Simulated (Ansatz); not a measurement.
# CH8BNSi: basis-set convergence

One table from this session's results is given with a row withheld; the runs are named, their logs left out.

Method: one geometry, several basis sets; program: Ansatz 0.2.0, Gaussian basis.

Levels to be run: PBE0-D4/def2-SVP; ωB97M-V/def2-SVP; PBE0-D4/def2-QZVPP; ωB97M-V/def2-QZVPP; the functionals' def2-TZVPP values are taken from earlier runs.

### The geometry

The geometry comes from an earlier relaxation with PBE0-D4 in a triple-zeta def2 set; it is a stationary point, not always the lowest conformer.

SMILES `CB[SiH2]N`, 12 atoms, charge 0, spin multiplicity 1.

Atoms are counted from 1 here; the program's logs count them from 0.

Bond lengths: C1–B2 1.555 Å, C1–H5 1.091 Å, C1–H6 1.102 Å, C1–H7 1.095 Å, B2–Si3 2.013 Å, B2–H8 1.204 Å, Si3–N4 1.726 Å, Si3–H9 1.505 Å, Si3–H10 1.493 Å, N4–H11 1.007 Å, N4–H12 1.007 Å. Angles: B2–C1–H5 116.6°, B2–C1–H6 106.0°, B2–C1–H7 111.8°, H5–C1–H6 107.7°, H5–C1–H7 109.5°, H6–C1–H7 104.4°, C1–B2–Si3 122.7°, C1–B2–H8 117.3°, Si3–B2–H8 119.9°, B2–Si3–N4 111.4°, B2–Si3–H9 106.3°, B2–Si3–H10 111.6°, N4–Si3–H9 115.0°, N4–Si3–H10 107.8°, H9–Si3–H10 104.6°, Si3–N4–H11 120.8°, Si3–N4–H12 118.8°, H11–N4–H12 110.8°.

Geometry (Å):

```mol
CH8BNSi
  3D, bonds by distance, orders not assigned

 12 11  0  0  0  0  0  0  0  0999 V2000
   -1.0307    1.8333   -0.2484 C   0  0
   -0.8229    0.3297    0.0877 B   0  0
    0.9694   -0.5768   -0.0439 Si  0  0
    0.8222   -2.2892    0.1168 N   0  0
   -0.2013    2.3427   -0.7413 H   0  0
   -1.2087    2.3380    0.7146 H   0  0
   -1.9519    2.0003   -0.8172 H   0  0
   -1.7740   -0.2785    0.5049 H   0  0
    1.8540    0.0833    0.9796 H   0  0
    1.6317   -0.2955   -1.3521 H   0  0
    1.6330   -2.8840    0.0575 H   0  0
    0.1560   -2.6585    0.7758 H   0  0
  1  2  8  0
  2  3  8  0
  3  4  8  0
  1  5  8  0
  1  6  8  0
  1  7  8  0
  2  8  8  0
  3  9  8  0
  3 10  8  0
  4 11  8  0
  4 12  8  0
M  END
```

The first run:

in.yaml reads:

```yaml
crystal:
  periodic: [false, false, false]
  atoms:
    - {symbol: C, position_ang: [-1.030719, 1.833299, -0.248423]}
    - {symbol: B, position_ang: [-0.822905, 0.329694, 0.087721]}
    - {symbol: Si, position_ang: [0.969409, -0.576848, -0.043874]}
    - {symbol: N, position_ang: [0.822195, -2.289182, 0.116762]}
    - {symbol: H, position_ang: [-0.201306, 2.342714, -0.741329]}
    - {symbol: H, position_ang: [-1.208690, 2.337977, 0.714617]}
    - {symbol: H, position_ang: [-1.951918, 2.000268, -0.817214]}
    - {symbol: H, position_ang: [-1.773972, -0.278474, 0.504906]}
    - {symbol: H, position_ang: [1.854005, 0.083327, 0.979599]}
    - {symbol: H, position_ang: [1.631695, -0.295478, -1.352098]}
    - {symbol: H, position_ang: [1.632988, -2.883959, 0.057466]}
    - {symbol: H, position_ang: [0.156018, -2.658538, 0.775769]}
basis:
  gaussian: {orbitals: def2-SVP}
hamiltonian: {xc: pbe0, dispersion: d4}
output: {orbitals: {seedname: orbitals}}
```

Started as:

```console
$ ansatz run in.yaml --threads 2 --pin off --events-out ev --progress --plain --max-ram 4352MiB
```

Steps of the session up to this table: PBE0-D4 in def2-SVP; ωB97M-V in def2-SVP; PBE0-D4 in def2-QZVPP; ωB97M-V in def2-QZVPP.

One of the session's tables, all rows but one given; the rest of the session is left out.

It belongs to the step «Functionals by basis». 

```
functional       basis  HOMO (eV)  LUMO (eV)
   PBE0-D4    def2-SVP          ?          ?
   PBE0-D4  def2-TZVPP      -7.09      -1.68
   PBE0-D4  def2-QZVPP      -7.13      -1.71
   ωB97M-V    def2-SVP      -9.15       0.45
   ωB97M-V  def2-TZVPP      -9.40       0.27
   ωB97M-V  def2-QZVPP      -9.43       0.22
```

**Question.** Estimate the row for PBE0-D4, def2-SVP.

As computed: HOMO (eV): -6.85; LUMO (eV): -1.59. In the column «HOMO (eV)» it is the highest.
